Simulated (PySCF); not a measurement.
# CH3Cl2FSi: the cost of one run

The runs use PySCF 2.14.0, with density-fitted response routines of our own; the level of theory stands in each step. All values are computed, except where a source is named. Atoms count from 0, in the outputs and in this text.

### Step 1. The molecule as given

8 atoms, charge 0, multiplicity 1; geometry from: GFN2-xTB. The atoms were then displaced at random by about 0.01 Å, so the start is not that level's minimum.

Bonds of the start (Å): F0–Si1 1.63, Si1–C2 1.94, C2–Cl3 1.76, C2–Cl4 1.77, Si1–H5 1.45, Si1–H6 1.46, C2–H7 1.08.

### Step 2. Geometry optimisation at PBE0-D3(BJ)/def2-SVP

What the job is given:

```
{"job": {"xc": "PBE0", "basis": "def2-SVP", "d3": "d3bj", "grid": 1, "shake": 0.01, "kind": "geom"}, "charge": 0, "multiplicity": 1}
F      1.725060    -1.068210    -0.643930
Si     0.968570     0.111010     0.185800
C     -0.906280    -0.024440    -0.285680
Cl    -1.513890    -1.553340     0.339170
Cl    -1.782530     1.334000     0.427020
H      1.139750    -0.190810     1.589420
H      1.507460     1.370130    -0.313480
H     -1.083000     0.002510    -1.350790
```

The run is started by

```sh
> OMP_NUM_THREADS=1 python probes_run.py task.json out
```

The driver reads the jobs from task.json and runs them one after another.

**Question.** How long does this first job take on 1 thread of Arm Neoverse V1, shared host, and how much memory does it need?

About 18 s, with a peak of 0.4 GiB.
